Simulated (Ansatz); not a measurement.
# Ga2GeO5: the cost of one run

Computed with Ansatz 0.2.0 (DFT PBE, scalar-relativistic, plane waves, PAW, unless a step names another level, unless a step's input says otherwise).

4 further runs of the same task are left out: 4 that didn't finish.

**1. The system as given**

It takes space group Pmc2_1 (No. 26, orthorhombic). The conventional cell has a = 3.061 Å, b = 7.878 Å, c = 8.263 Å, α = 90.00°, β = 90.00°, γ = 90.00°. Around Ga (site symmetry m) lie 4 O at 1.83 to 1.87 Å. Ga (site symmetry m) is surrounded by 6 O at 1.95 to 2.22 Å. Ge (site symmetry m) has 4 O at 1.71 to 1.83 Å as nearest neighbours. Around O (site symmetry m) lie 1 Ge at 1.71 Å and 1 Ga at 1.83 Å. O (site symmetry m) is surrounded by 1 Ge at 1.78 Å and 2 Ga at 2.02 Å. Around O (site symmetry m) lie 3 Ga at 1.87 to 1.95 Å. O (site symmetry m) is surrounded by 3 Ga at 1.85 to 1.97 Å. Around O (site symmetry m) lie 2 Ge at 1.83 Å and 1 Ga at 2.22 Å.

Coordinates:

```cif
data_structure
_symmetry_space_group_name_H-M 'Pmc2_1'
_symmetry_Int_Tables_number 26
_cell_length_a 3.0608
_cell_length_b 7.8779
_cell_length_c 8.2630
_cell_angle_alpha 90.000
_cell_angle_beta 90.000
_cell_angle_gamma 90.000
_cell_volume 199.24
loop_
_atom_site_label
_atom_site_type_symbol
_atom_site_symmetry_multiplicity
_atom_site_Wyckoff_symbol
_atom_site_fract_x
_atom_site_fract_y
_atom_site_fract_z
_atom_site_occupancy
Ga1 Ga 2 b 0.50000 0.59685 0.66044 1
Ga2 Ga 2 a 0.00000 0.25252 0.49457 1
Ge1 Ge 2 b 0.50000 0.89097 0.34648 1
O1 O 2 b 0.50000 0.71851 0.47127 1
O2 O 2 b 0.50000 0.09573 0.43666 1
O3 O 2 b 0.50000 0.37351 0.58512 1
O4 O 2 a 0.00000 0.63948 0.78008 1
O5 O 2 a 0.00000 0.89237 0.22538 1
```

It came out lowest among 17 distinct ends of the trial cells. At a tolerance of 0.02 Å it has space group Pmc2_1 (No. 26).

**2. Kick test: the unmoved cell on a coarse mesh**

Input file input.yaml:

```yaml
crystal:
  lattice:
    - [3.0607829033, 0.0, 0.0]
    - [0.0, 7.8778648278, 0.0]
    - [0.0, 0.0, 8.2629616731]
  atoms:
    - { symbol: Ga, position: [0.5, 0.5968537207, 0.6604438777] }
    - { symbol: Ga, position: [0.0, 0.2525245158, 0.4945667044] }
    - { symbol: Ga, position: [0.5, 0.4031462793, 0.1604438777] }
    - { symbol: Ga, position: [0.0, 0.7474754842, 0.9945667044] }
    - { symbol: Ge, position: [0.5, 0.8909708778, 0.3464775656] }
    - { symbol: Ge, position: [0.5, 0.1090291222, 0.8464775656] }
    - { symbol: O, position: [0.5, 0.7185148549, 0.4712686451] }
    - { symbol: O, position: [0.5, 0.0957323497, 0.4366574963] }
    - { symbol: O, position: [0.5, 0.3735136956, 0.5851229825] }
    - { symbol: O, position: [0.0, 0.6394763809, 0.7800835928] }
    - { symbol: O, position: [0.0, 0.8923652911, 0.2253791354] }
    - { symbol: O, position: [0.5, 0.2814851451, 0.9712686451] }
    - { symbol: O, position: [0.5, 0.6264863044, 0.0851229825] }
    - { symbol: O, position: [0.5, 0.9042676503, 0.9366574963] }
    - { symbol: O, position: [0.0, 0.1076347089, 0.7253791354] }
    - { symbol: O, position: [0.0, 0.3605236191, 0.2800835928] }
basis:
  ecutwfc: 420
kpoints:
  mp_grid: { grid: [4, 2, 2] }
hamiltonian:
  xc: pbe
scf:
  occupations: { method: gaussian, width: 0.1 }
  lower_state_search: "off"
output:
  forces: true
  stress: true
  eigenvalues: true
```

Started as:

```sh
$ ansatz run input.yaml --threads 1 --pin off --max-ram 2560MiB --backend cpu --events-out ev --progress --plain --runs-dir out
```

Q: Estimate wall time and peak memory on 1 thread of Intel Xeon at 2.50GHz (Skylake/Cascade Lake), shared host.

About 22 s, with a peak of 0.51 GiB.
